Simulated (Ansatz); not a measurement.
**GeH₅NSTe: small, medium and large basis sets**

One table from this session's results is given with a row withheld; the runs are named, their logs left out.

Computed with Ansatz 0.2.0, Gaussian basis. Level: one geometry, several basis sets.

Levels to be run: PBE0-D4/def2-SVP; ωB97M-V/def2-SVP; PBE0-D4/def2-QZVPP; ωB97M-V/def2-QZVPP; the functionals' def2-TZVPP values are taken from earlier runs.

### Structure used throughout

An earlier PBE0-D4 in a triple-zeta def2 set relaxation fixed the geometry. Te takes the def2 core potential; no spin-orbit term is included.

SMILES `[NH2][GeH]([SH])[TeH]`, 9 atoms, charge 0, spin multiplicity 1.

Atoms are counted from 1 here; the program's logs count them from 0.

Bond lengths: N1–Ge2 1.830 Å, N1–H5 1.011 Å, N1–H6 1.011 Å, Ge2–S3 2.217 Å, Ge2–Te4 2.571 Å, Ge2–H7 1.537 Å, S3–H8 1.346 Å, Te4–H9 1.657 Å. Angles: Ge2–N1–H5 115.0°, Ge2–N1–H6 113.8°, H5–N1–H6 109.5°, N1–Ge2–S3 106.3°, N1–Ge2–Te4 113.9°, N1–Ge2–H7 107.9°, S3–Ge2–Te4 106.8°, S3–Ge2–H7 112.7°, Te4–Ge2–H7 109.4°, Ge2–S3–H8 93.7°, Ge2–Te4–H9 90.9°.

The first run:

Input file in.yaml:

```yaml
crystal:
  periodic: [false, false, false]
  atoms:
    - {symbol: N, position_ang: [-0.055874, 1.530240, 0.580134]}
    - {symbol: Ge, position_ang: [0.254191, -0.179432, 0.005451]}
    - {symbol: S, position_ang: [-1.161735, -1.474161, 1.117146]}
    - {symbol: Te, position_ang: [-0.218396, -0.539973, -2.496295]}
    - {symbol: H, position_ang: [0.509208, 2.240439, 0.133726]}
    - {symbol: H, position_ang: [-1.028710, 1.802953, 0.545416]}
    - {symbol: H, position_ang: [1.724246, -0.517249, 0.301173]}
    - {symbol: H, position_ang: [-0.731118, -1.059338, 2.322959]}
    - {symbol: H, position_ang: [0.796787, -1.849779, -2.526710]}
basis:
  gaussian: {orbitals: def2-SVP}
hamiltonian: {xc: pbe0, dispersion: d4}
output: {orbitals: {seedname: orbitals}}
```

Launch:

```sh
ansatz run in.yaml --threads 4 --pin off --events-out ev --progress --plain --max-ram 10444MiB
```

Steps of the session up to this table: PBE0-D4 in def2-SVP; ωB97M-V in def2-SVP; PBE0-D4 in def2-QZVPP; ωB97M-V in def2-QZVPP.

One of the session's tables, all rows but one given; the rest of the session is left out.

It belongs to the step «Density functionals: the series». 

| functional | basis | HOMO (eV) |
| --- | --- | --- |
| PBE0-D4 | def2-SVP | -6.40 |
| PBE0-D4 | def2-TZVPP | -6.53 |
| PBE0-D4 | def2-QZVPP | -6.56 |
| ωB97M-V | def2-SVP | -8.45 |
| ωB97M-V | def2-TZVPP | ? |
| ωB97M-V | def2-QZVPP | -8.65 |

**Question.** Estimate the row for ωB97M-V, def2-TZVPP.

As computed: HOMO (eV): -8.62. In the column «HOMO (eV)» it lies between ωB97M-V, def2-QZVPP (-8.65) and ωB97M-V, def2-SVP (-8.45).
